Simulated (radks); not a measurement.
# Os³⁺ in [Kr] 4d10 4f14 5s2 5p5.75 5d5 6s0.25: an all-electron calculation

What are the levels of the osmium ion Os3+, how large are its shells, and how does its energy divide?

The numbers are computed with radks (a radial shooting solver on a logarithmic mesh, Libxc functionals) version 1 (Dirac Kohn-Sham, PBE, spin-unpolarised, spherical densities, finite nucleus; open shells are shared between the two j in proportion to 2j + 1), except any that are marked as measured or tabulated.

## (1) What is computed

```
element            : osmium (Z = 76)
charge             : +3
electrons          : 73
configuration      : [Kr] 4d10 4f14 5s2 5p5.75 5d5 6s0.25
nuclear rms radius : 5.4126 fm
```

## (2) The run

Settings of this run:

```text
Z 76
configuration [Kr] 4d10 4f14 5s2 5p5.75 5d5 6s0.25
relativity Dirac
functional pbe,pbe
spin unpolarised
j_filling average
nucleus finite rms 5.4126 fm
c 137.035999084
```

The run is started by

```
python run_ks.py task.json out
```

The same process makes all the runs of this session.

What does the calculation give?

As calculated:

```
                        quantity                   value
                    total energy     -17276.1009 hartree
exchange-correlation share of it                  1.97 %
                            −T/E                  1.1345
          highest occupied level       6s1/2, -30.898 eV
    most extended occupied level  6s1/2, <r> = 2.45 bohr
 radius at density 0.001 e/bohr³               3.49 bohr
    maxima of the radial density                       4
```

What this shows: 6 principal shells are occupied and 4 maxima appear in the radial density; where shells overlap, one shows as a shoulder or not at all. −T/E is 1.135: with relativity the kinetic term as defined here no longer equals −E. This is not the tabulated ground configuration, so its levels and sizes aren't those of the ground state, and no measured value stands beside it.
